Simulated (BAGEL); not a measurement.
# B3LYP/6-311+G(d,p) (density fitting with qzvpp-jkfit) run of BNH3SF (SMILES NB(F)S)

Aim: the energy change on altering one bond length of BNH3SF at B3LYP/6-311+G** (density fitting with qzvpp-jkfit), from 2 runs. 

The results are computed with BAGEL 1.2.2.

2 further runs of the same task are left out: 2 set aside as unsound or not needed.

### 1 Starting point

BNH3SF has 7 atoms, charge 0, and is taken as a singlet. SMILES: `NB(F)S`. The shape is that of a GFN2-xTB optimisation. This is one conformer, not always the lowest.

Bond lengths: N1–B2 1.389 Å, B2–F3 1.331 Å, B2–S4 1.812 Å, N1–H5 1.004 Å, N1–H6 1.006 Å, S4–H7 1.327 Å. Angles: N1–B2–F3 118.2°, N1–B2–S4 123.5°, F3–B2–S4 118.2°, B2–N1–H5 125.3°, B2–N1–H6 121.2°, B2–S4–H7 96.6°, H5–N1–H6 113.5°.

### 2 The energy at B3LYP/6-311+G(d,p) (density fitting with qzvpp-jkfit)

The input, calc.json:

```json
{ "bagel": [

{
  "title": "molecule",
  "basis": "6-311+gss.json",
  "df_basis": "qzvpp-jkfit",
  "angstrom": true,
  "geometry": [
    { "atom": "N", "xyz": [   -0.158770,    0.722100,    0.592520 ] },
    { "atom": "B", "xyz": [    0.223960,   -0.562120,    0.225210 ] },
    { "atom": "F", "xyz": [    0.639230,   -1.392210,    1.179430 ] },
    { "atom": "S", "xyz": [    0.182100,   -1.169880,   -1.481210 ] },
    { "atom": "H", "xyz": [   -0.489480,    1.430730,   -0.036570 ] },
    { "atom": "H", "xyz": [   -0.125280,    1.022070,    1.551710 ] },
    { "atom": "H", "xyz": [   -0.271750,   -0.050680,   -2.031090 ] }
  ]
},
{ "title": "ks", "xc_func": "b3lyp" },
{ "title": "print", "file": "orbitals.molden", "orbitals": true }

]}
```

The basis set 6-311+G** is read from a file made from the Basis Set Exchange's data (not shown).

Started as:

```bash
BAGEL_NUM_THREADS=1 BAGEL calc.json > calc.out
```

The program printed:

```text
* using 1 threads per process

  ===============================================================
  ===============================================================

  *** Geometry ***

  { "atom" : "N", "xyz" : [     -0.300032,      1.364571,      1.119701 ] },
  { "atom" : "B", "xyz" : [      0.423223,     -1.062253,      0.425585 ] },
  { "atom" : "F", "xyz" : [      1.207970,     -2.630896,      2.228800 ] },
  { "atom" : "S", "xyz" : [      0.344119,     -2.210753,     -2.799081 ] },
  { "atom" : "H", "xyz" : [     -0.924983,      2.703688,     -0.069107 ] },
  { "atom" : "H", "xyz" : [     -0.236745,      1.931432,      2.932307 ] },
  { "atom" : "H", "xyz" : [     -0.513533,     -0.095771,     -3.838204 ] },

  Number of auxiliary basis functions:      411

  Since a DF basis is specified, we compute 2- and 3-index integrals:
    o Being stored without compression. Storage requirement is 0.043 GB

  Number of basis functions:      114
  Number of electrons      :       40

    * METHOD: MOLECULE                             0.11

  *** Kohn-Sham DFT ***

    * Removing 12390 points whose weight is below 1.00e-10
    * Grid points: 91952

  === Nuclear Repulsion ===
   147.0208203882

       - DIIS with orbital gradients will be used.

  === KS iteration (b3lyp / 6-311+gss.json) ===
      0       -486.18012809          0.33190909           0.23
      1       -390.46209112          0.42592601           0.22
      2       -502.51251039          0.23943685           0.22
      3       -553.88409136          0.17171235           0.23
      4       -565.12388988          0.10870444           0.22
      5       -566.71359199          0.11854496           0.22
      6       -578.61202473          0.04942679           0.22
      7       -578.36108242          0.04963868           0.22
      8       -579.45573772          0.02163284           0.22
      9       -579.53638027          0.01593365           0.22
     10       -579.66527301          0.00242363           0.22
     11       -579.66639194          0.00149149           0.22
     12       -579.66721815          0.00022817           0.22
     13       -579.66723398          0.00007129           0.22
     14       -579.66723673          0.00001633           0.22
     15       -579.66723689          0.00000337           0.22
     16       -579.66723690          0.00000229           0.23
     17       -579.66723690          0.00000056           0.23
     18       -579.66723690          0.00000053           0.22
     19       -579.66723690          0.00000007           0.22
     20       -579.66723690          0.00000003           0.22
     21       -579.66723690          0.00000001           0.22
    * SCF iteration converged.

    * Permanent dipole moment:
           (    0.415021,    -1.227353,     0.001727) a.u.

    * METHOD: KS                                   5.28

    * METHOD: PRINT                                0.02

  ===============================================================
```

Run time: 5.7 s. Hardware: 1 thread of AMD EPYC 9R45 (Zen 5), shared host; peak memory 0.48 GiB.

### 3 The distorted shape, same level

The input, dft.json:

```json
{ "bagel": [

{
  "title": "molecule",
  "basis": "6-311+gss.json",
  "df_basis": "qzvpp-jkfit",
  "angstrom": "true",
  "geometry": [
    { "atom": "N", "xyz": [      -0.350135,       1.364209,       0.776175 ] },
    { "atom": "B", "xyz": [       0.223960,      -0.562120,       0.225210 ] },
    { "atom": "F", "xyz": [       0.639230,      -1.392210,       1.179430 ] },
    { "atom": "S", "xyz": [       0.182100,      -1.169880,      -1.481210 ] },
    { "atom": "H", "xyz": [      -0.680845,       2.072839,       0.147085 ] },
    { "atom": "H", "xyz": [      -0.316645,       1.664179,       1.735365 ] },
    { "atom": "H", "xyz": [      -0.271750,      -0.050680,      -2.031090 ] }
  ]
},

{ "title": "ks", "xc_func": "b3lyp" },

{ "title": "print", "file": "orbitals.molden", "orbitals": "true" }

]}
```

The basis set 6-311+G** is read from a file made from the Basis Set Exchange's data (not shown).

Started as:

```bash
BAGEL_NUM_THREADS=1 BAGEL dft.json > dft.out
```

The program printed:

```text
* using 1 threads per process

  ===============================================================
  ===============================================================

  *** Geometry ***

  { "atom" : "N", "xyz" : [     -0.661659,      2.577981,      1.466758 ] },
  { "atom" : "B", "xyz" : [      0.423223,     -1.062253,      0.425585 ] },
  { "atom" : "F", "xyz" : [      1.207970,     -2.630896,      2.228800 ] },
  { "atom" : "S", "xyz" : [      0.344119,     -2.210753,     -2.799081 ] },
  { "atom" : "H", "xyz" : [     -1.286611,      3.917098,      0.277950 ] },
  { "atom" : "H", "xyz" : [     -0.598372,      3.144843,      3.279365 ] },
  { "atom" : "H", "xyz" : [     -0.513533,     -0.095771,     -3.838204 ] },

  Number of auxiliary basis functions:      411

  Since a DF basis is specified, we compute 2- and 3-index integrals:
    o Being stored without compression. Storage requirement is 0.043 GB

  Number of basis functions:      114
  Number of electrons      :       40

    * METHOD: MOLECULE                             0.12

  *** Kohn-Sham DFT ***

    * Removing 11269 points whose weight is below 1.00e-10
    * Grid points: 93073

  === Nuclear Repulsion ===
   133.6400468141

       - DIIS with orbital gradients will be used.

  === KS iteration (b3lyp / 6-311+gss.json) ===
      0       -466.47615660          0.32596272           0.23
      1       -289.29387938          0.22080554           0.22
      2       -437.56096575          0.26573780           0.22
      3       -544.96183809          0.14442223           0.22
      4       -553.52826724          0.09524109           0.22
      5       -561.02783515          0.12769571           0.22
      6       -577.67851779          0.05967460           0.22
      7       -576.17613595          0.05752888           0.22
      8       -578.34632202          0.04846147           0.22
      9       -578.13825126          0.05122177           0.22
     10       -565.49726093          0.11322598           0.22
     11       -579.44195169          0.01349310           0.22
     12       -579.36681037          0.02084589           0.22
     13       -579.54658032          0.00183107           0.23
     14       -579.54778505          0.00105625           0.22
     15       -579.54815291          0.00042426           0.22
     16       -579.54824848          0.00005166           0.22
     17       -579.54824888          0.00004365           0.22
     18       -579.54824975          0.00001104           0.22
     19       -579.54824978          0.00000595           0.22
     20       -579.54824980          0.00000149           0.22
     21       -579.54824980          0.00000046           0.22
     22       -579.54824980          0.00000028           0.22
     23       -579.54824980          0.00000007           0.22
     24       -579.54824980          0.00000004           0.23
     25       -579.54824980          0.00000001           0.22
     26       -579.54824980          0.00000001           0.22
    * SCF iteration converged.

    * Permanent dipole moment:
           (    0.134075,    -0.151970,     0.579355) a.u.

    * METHOD: KS                                   6.41

    * METHOD: PRINT                                0.02

  ===============================================================
```

Run time: 6.9 s. Hardware: 1 thread of AMD EPYC 9R45 (Zen 5), shared host; peak memory 0.48 GiB.

### 4 Outcome

Level: B3LYP/6-311+G** (density fitting with qzvpp-jkfit).

| quantity | value |
| --- | --- |
| first shape: total energy | -579.66724 Eh |
| first shape: dipole moment | 3.29 D |
| first shape: HOMO energy | -7.24 eV |
| first shape: LUMO energy | -0.63 eV |
| first shape: HOMO–LUMO gap | 6.61 eV |
| distorted shape: total energy | -579.54825 Eh |
| distorted shape: dipole moment | 1.56 D |
| distorted shape: HOMO energy | -6.25 eV |
| distorted shape: LUMO energy | -1.20 eV |
| distorted shape: HOMO–LUMO gap | 5.05 eV |
| energy change with the N1–B2 bond stretched from 1.389 to 2.084 Å | 3.238 eV |

**Reading.** With the N1–B2 bond stretched from 1.389 to 2.084 Å the energy rises by 3.24 eV (312 kJ/mol). The first shape isn't relaxed at this level, so the change isn't measured from a minimum.
